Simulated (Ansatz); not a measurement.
What does this script print? It uses Ansatz 0.2.0, Python API.

`adiabatic_chbrse.py`:
```python
import itertools
import warnings

import ansatz
from ase.data import atomic_numbers, covalent_radii
import numpy as np

config = {
    "basis_set": "def2-SVP",
    "functional": "r2scan",
    "dispersion": "d3bj",
    "net_charge": 1,
}


def main() -> None:
    warnings.simplefilter("ignore", ansatz.DeckWarning)

    geometry_ang = [
        ("Se", [0.9388, -0.8454, 1.4023]),
        ("C", [-0.1355, -0.1093, -0.0926]),
        ("Br", [0.0221, 1.6707, -0.7811]),
        ("H", [-0.7698, -0.7763, -0.5489]),
    ]
    mol = ansatz.Crystal.molecule()
    for symbol, xyz in geometry_ang:
        mol = mol.atom(symbol, xyz)

    base = (
        mol.calculation()
        .basis(gaussian=config["basis_set"])
        .functional(config["functional"], dispersion=config["dispersion"])
    )
    symbols = [site.symbol for site in mol.cartesian_sites]
    start = np.array([site.position_ang for site in mol.cartesian_sites], dtype=float)
    data = base.relax(force_tolerance=0.01, max_steps=100).run().report
    end = np.array(data["positions_ang"])

    minimum = ansatz.Crystal.molecule()
    for symbol, place in zip(symbols, end):
        minimum = minimum.atom(symbol, place.tolist())
    ion = (
        minimum.calculation()
        .basis(gaussian=config["basis_set"])
        .functional(config["functional"], dispersion=config["dispersion"])
        .charge(config["net_charge"])
        .spin("collinear", total=1)
    )
    vertical = ion.run().report
    settled = ion.relax(force_tolerance=0.01, max_steps=80).run().report
    print(f"vertical ionisation energy   {vertical['free_energy_ev'] - data['free_energy_ev']:.3f} eV")
    print(f"adiabatic, no zero point     {settled['free_energy_ev'] - data['free_energy_ev']:.3f} eV")
    print(f"relaxation energy of the ion {vertical['free_energy_ev'] - settled['free_energy_ev']:.3f} eV")
    ionised = np.array(settled["positions_ang"])
    radius = [covalent_radii[atomic_numbers[s]] for s in symbols]
    span = lambda where, i, j: np.linalg.norm(where[i] - where[j])
    bonded = [(i, j) for i, j in itertools.combinations(range(len(symbols)), 2) if min(span(end, i, j), span(ionised, i, j)) < 1.2 * (radius[i] + radius[j])]
    print("pair        before    after (A)")
    for i, j in bonded:
        print(f"{symbols[i]}{i}-{symbols[j]}{j}".ljust(10), f"{span(end, i, j):8.4f} {span(ionised, i, j):8.4f}")
    for first, second in list(itertools.combinations(bonded, 2)):
        shared = set(first) & set(second)
        if shared and symbols[(j := shared.pop())] != "H":
            i, k = sorted((set(first) | set(second)) - {j})
            u, v = ionised[i] - ionised[j], ionised[k] - ionised[j]
            angle = np.degrees(np.arccos(np.clip(u @ v / np.linalg.norm(u) / np.linalg.norm(v), -1, 1)))
            print(f"final angle {symbols[i]}{i}-{symbols[j]}{j}-{symbols[k]}{k}: {angle:.2f} deg")


if __name__ == "__main__":
    main()
```

```console
$ python adiabatic_chbrse.py
vertical ionisation energy   9.029 eV
adiabatic, no zero point     8.921 eV
relaxation energy of the ion 0.108 eV
pair        before    after (A)
Se0-C1       1.7430   1.7779
C1-Br2       1.8943   1.8102
C1-H3        1.0978   1.1047
final angle Se0-C1-Br2: 124.63 deg
final angle Se0-C1-H3: 118.68 deg
final angle Br2-C1-H3: 116.69 deg
```

Caveats:
- The energies are electronic: no zero-point or thermal terms, and the basis set is short of its limit. The product may relax into another structure. Each relaxation finds its nearest minimum, which needn't be the lowest.
- A dispersion term here runs with damping parameters fitted for another variant or functional.
- The script silences the warnings on its input, which a real study should read.
- Hardware and time: 2.2 min on 1 thread of Arm Neoverse V1, with other jobs on the host, peak memory 0.28 GiB.
